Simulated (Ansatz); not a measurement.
# KMgH5Se2O10: the cost of one run

Method: DFT, PBE, plane-wave PAW, default files, scalar-relativistic, as far as a step names no other, in Ansatz 0.2.0.

## Step 1: The starting structure

It takes space group P1 (No. 1, triclinic). The conventional cell has a = 4.783 Å, b = 6.058 Å, c = 8.743 Å, α = 103.59°, β = 97.66°, γ = 98.27°. K (site symmetry 1) has 8 O at 2.77 to 3.30 Å as nearest neighbours. Mg (site symmetry 1) has 6 O at 2.08 to 2.16 Å as nearest neighbours. H (site symmetry 1) is surrounded by 1 O at 0.99 Å. H (site symmetry 1) has 1 O at 0.98 Å as nearest neighbours. H (site symmetry 1) has 1 O at 1.08 Å as nearest neighbours. Around Se (site symmetry 1) lie 4 O at 1.65 to 1.74 Å. Only part of the 19 independent sites is listed.

Coordinates:

```cif
data_structure
_symmetry_space_group_name_H-M 'P 1'
_symmetry_Int_Tables_number 1
_cell_length_a 4.7832
_cell_length_b 6.0580
_cell_length_c 8.7432
_cell_angle_alpha 103.589
_cell_angle_beta 97.658
_cell_angle_gamma 98.267
_cell_volume 239.99
loop_
_atom_site_label
_atom_site_type_symbol
_atom_site_fract_x
_atom_site_fract_y
_atom_site_fract_z
_atom_site_occupancy
K1 K 0.99962 0.00363 0.49385 1
Mg1 Mg 0.00126 0.00612 0.00458 1
H1 H 0.91670 0.32299 0.84127 1
H2 H 0.07375 0.67175 0.15930 1
H3 H 0.62197 0.26090 0.90271 1
H4 H 0.37974 0.74221 0.11050 1
H5 H 0.48491 0.52880 0.51167 1
Se1 Se 0.36660 0.67912 0.76290 1
Se2 Se 0.62240 0.32244 0.24449 1
O1 O 0.47472 0.69864 0.58304 1
O2 O 0.50450 0.30719 0.41625 1
O3 O 0.79661 0.20472 0.87727 1
O4 O 0.19463 0.78876 0.12153 1
O5 O 0.17999 0.41617 0.73209 1
O6 O 0.81805 0.58246 0.26972 1
O7 O 0.17930 0.89115 0.79596 1
O8 O 0.81310 0.11076 0.20608 1
O9 O 0.65128 0.71915 0.90430 1
O10 O 0.35188 0.27902 0.09148 1
```

## Step 2: First run, atoms as given

Contents of input.yaml:

```yaml
crystal:
  lattice:
    - [4.7831955337, 0.0, 0.0]
    - [-0.871035576, 5.9950192278, 0.0]
    - [-1.1651204274, -2.2451095395, 8.3693123829]
  atoms:
    - { symbol: K, position: [0.999623, 0.003625, 0.493853] }
    - { symbol: Mg, position: [0.001263, 0.006124, 0.004575] }
    - { symbol: H, position: [0.9167, 0.322995, 0.841272] }
    - { symbol: H, position: [0.073745, 0.671753, 0.159297] }
    - { symbol: H, position: [0.621973, 0.260899, 0.902709] }
    - { symbol: H, position: [0.379736, 0.74221, 0.110496] }
    - { symbol: H, position: [0.484912, 0.528802, 0.511671] }
    - { symbol: Se, position: [0.366604, 0.67912, 0.762901] }
    - { symbol: Se, position: [0.622397, 0.322442, 0.244495] }
    - { symbol: O, position: [0.474722, 0.698637, 0.583044] }
    - { symbol: O, position: [0.504498, 0.30719, 0.416252] }
    - { symbol: O, position: [0.796607, 0.204722, 0.87727] }
    - { symbol: O, position: [0.194629, 0.788762, 0.12153] }
    - { symbol: O, position: [0.179988, 0.416172, 0.732087] }
    - { symbol: O, position: [0.818047, 0.582464, 0.269721] }
    - { symbol: O, position: [0.179303, 0.891153, 0.795961] }
    - { symbol: O, position: [0.813096, 0.110756, 0.206085] }
    - { symbol: O, position: [0.651278, 0.719152, 0.904301] }
    - { symbol: O, position: [0.35188, 0.279021, 0.091481] }
kpoints:
  mp_grid: { grid: [5, 4, 3] }
scf:
  occupations: { method: fermi_dirac, width: 0.02 }
hamiltonian:
  xc: pbe
  pseudopotentials: { kind: paw }
output:
  forces: true
  stress: true
  populations: true
  efg:
    quadrupole_moments_barn: { K: 0.0603, Mg: 0.1994, H: 0.00285783, O: -0.02558 }
    contact_densities: true
```

Started as:

```sh
> ansatz run input.yaml --threads 1 --pin off --max-ram 2560MiB --backend cpu --events-out ev --progress --plain --runs-dir out
```

**Question.** How long does this run take on 1 thread of Arm Neoverse V1, shared host, and how much memory does it need?

About 95 s, with a peak of 0.7 GiB.
